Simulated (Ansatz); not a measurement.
a series on the zincblende structure: ScZn, TiZn, MnZn, ZnCo: a table of relaxed lattice constants and trends, run with Ansatz's Python interface.

`series.py`
```python
"""A chemical series on the zincblende structure: relaxed cells and their trends."""

from dataclasses import dataclass
import logging
import sys
import warnings

import ansatz as az
import numpy as np

logging.basicConfig(stream=sys.stdout, format="%(levelname)s:%(name)s:%(message)s")
log = logging.getLogger("sczn")
log.setLevel(logging.INFO)


@dataclass
class Settings:
    functional: str = "PBEsol"
    cutoff: int = 550
    k_spacing: float = 0.33
    filling: str = "cold"
    smearing_width: float = 0.05


opts = Settings()


def zincblende(first, second, a):
    return (
        az.Lattice.fcc(a)
        .space_group(216)
        .atom(first, (0, 0, 0))
        .atom(second, (0.25, 0.25, 0.25))
        .primitive()
    )

POLARISED = {"MnZn", "ZnCo"}


def solve(name, crystal):
    calc = (
        crystal.calculation()
        .functional(opts.functional)
        .basis(opts.cutoff)
        .kpoints(spacing=opts.k_spacing)
        .occupations(opts.filling, width=opts.smearing_width)
        .stress()
        .band_table()
    )
    if name in POLARISED:
        calc = calc.spin("collinear")
    calc = calc.relax(force_tolerance=0.03, cell=True)
    return calc.run()


def volume_per_atom(outcome):
    return abs(np.linalg.det(outcome.lattice.cell_ang)) / len(outcome.lattice.sites)

# rough a for each member; the cell is relaxed
warnings.simplefilter("ignore")

phases = {}
phases["ScZn"] = zincblende("Zn", "Sc", 6.35)
phases["TiZn"] = zincblende("Zn", "Ti", 6.13)
phases["MnZn"] = zincblende("Zn", "Mn", 5.67).moments(Mn=4.0)
phases["ZnCo"] = zincblende("Zn", "Co", 5.39).moments(Co=2.5)

done = {}
for name, crystal in phases.items():
    try:
        done[name] = solve(name, crystal)
    except az.NonConvergedError as error:
        print(name, "did not converge:", str(error)[:120])

rows = [(name, (4 * len(o.lattice.sites) * volume_per_atom(o)) ** (1 / 3), volume_per_atom(o), abs(o.report["magnetization_mub"])) for name, o in done.items()]
log.info("  compound       a (A)  V (A^3/atom)  M (muB/cell)")
for row in rows:
    log.info(f"{str(row[0]):>10}  {row[1]:10.3f}  {row[2]:12.3f}  {row[3]:12.2f}")
```

Rank the compounds by their relaxed volume per atom.

From smallest to largest: ZnCo (18.36 Å³), TiZn (22.68 Å³), MnZn (22.77 Å³) and ScZn (27.17 Å³). The largest is 48 % above the smallest.

The output:

```console
$ python series.py
INFO:sczn:  compound       a (A)  V (A^3/atom)  M (muB/cell)
INFO:sczn:      ScZn       6.013        27.174          0.00
INFO:sczn:      TiZn       5.661        22.683          0.00
INFO:sczn:      MnZn       5.669        22.769          4.18
INFO:sczn:      ZnCo       5.276        18.361          1.33
```

The magnetic order follows from the starting moments and needn't be the lowest. For the metals among these phases the mesh is modest: differences between phases can be off by up to 40 meV an atom. The cells are built on a prototype by substitution; a member may or may not take this structure in nature. Wall time of the script: 82 s on 1 thread of Arm Neoverse V1 (shared host), peak memory 0.48 GiB.
